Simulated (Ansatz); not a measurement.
# SiW4: from a guess to a relaxed structure

Where does this trial cell of SiW4 go when cell and atoms are let free?

Computed with Ansatz 0.2.0 (DFT PBE, scalar-relativistic, plane waves, PAW, unless a step's input says otherwise).

### Step 1. Starting point

The structure is tetragonal, space group P4/mmm (No. 123). Conventional cell: a = 4.612 Å, b = 4.612 Å, c = 4.387 Å, α = 90.00°, β = 90.00°, γ = 90.00°. Around Si (site symmetry 4/mmm) lie 16 W at 3.31 Å. W (site symmetry m2m) has 3 W at 1.83 to 1.97 Å in its first shell of neighbours.

Structure file:

```cif
data_structure
_symmetry_space_group_name_H-M 'P 1'
_symmetry_Int_Tables_number 1
_cell_length_a 4.6116
_cell_length_b 4.6116
_cell_length_c 4.3866
_cell_angle_alpha 90.000
_cell_angle_beta 90.000
_cell_angle_gamma 90.000
_cell_volume 93.29
loop_
_atom_site_label
_atom_site_type_symbol
_atom_site_fract_x
_atom_site_fract_y
_atom_site_fract_z
_atom_site_occupancy
Si1 Si 0.00000 0.00000 0.00000 1
W1 W 0.19855 0.50000 0.50000 1
W2 W 0.80145 0.50000 0.50000 1
W3 W 0.50000 0.19855 0.50000 1
W4 W 0.50000 0.80145 0.50000 1
```

The cell is invented: random cell by space group and Wyckoff sites (P4/mmm, No. 123). The dimensions are guesses.

### Step 2. Probe: one point on a coarse mesh

Input file input.yaml:

```yaml
crystal:
  lattice:
    - [4.61163695, 0.0, 0.0]
    - [0.0, 4.61163695, 0.0]
    - [0.0, 0.0, 4.38661598]
  atoms:
    - { symbol: Si, position: [0.0, 0.0, 0.0] }
    - { symbol: W, position: [0.19854966, 0.5, 0.5] }
    - { symbol: W, position: [0.80145034, 0.5, 0.5] }
    - { symbol: W, position: [0.5, 0.19854966, 0.5] }
    - { symbol: W, position: [0.5, 0.80145034, 0.5] }
basis:
  ecutwfc: 420
kpoints:
  mp_grid: { grid: [4, 4, 4] }
hamiltonian:
  xc: pbe
scf:
  occupations: { method: gaussian, width: 0.1 }
  lower_state_search: "off"
output:
  forces: true
  stress: true
  eigenvalues: true
```

Started as:

```console
> ansatz run input.yaml --threads 1 --pin off --max-ram 2560MiB --backend cpu --events-out ev --progress --plain --runs-dir out
```

The session goes on with these runs: coarse relaxation; another rough relaxation; full relaxation.

**Question.** What will these runs give? Wanted: conventional cell; volume; energy over the elements; gap on the mesh.

The runs gave:

```
                              quantity                                                                      value
symmetry at the end (tolerance 0.05 Å)                                               space group P4/mmm (No. 123)
                     conventional cell  a = 6.116 Å, b = 6.116 Å, c = 2.645 Å, α = 90.00°, β = 90.00°, γ = 90.00°
                                volume                                                              19.79 Å³/atom
              energy over the elements                                                              +1.55 eV/atom
                       gap on the mesh                                                               none (metal)
```

The space group P4/mmm (No. 123) is kept, and the volume per atom grows by 6.1 % from the first guess. The formation energy is positive, so the separate elements lie lower. No finished test with a distortion of lower symmetry is shown, so the end may be a saddle point. Spin-orbit coupling is left out for W.
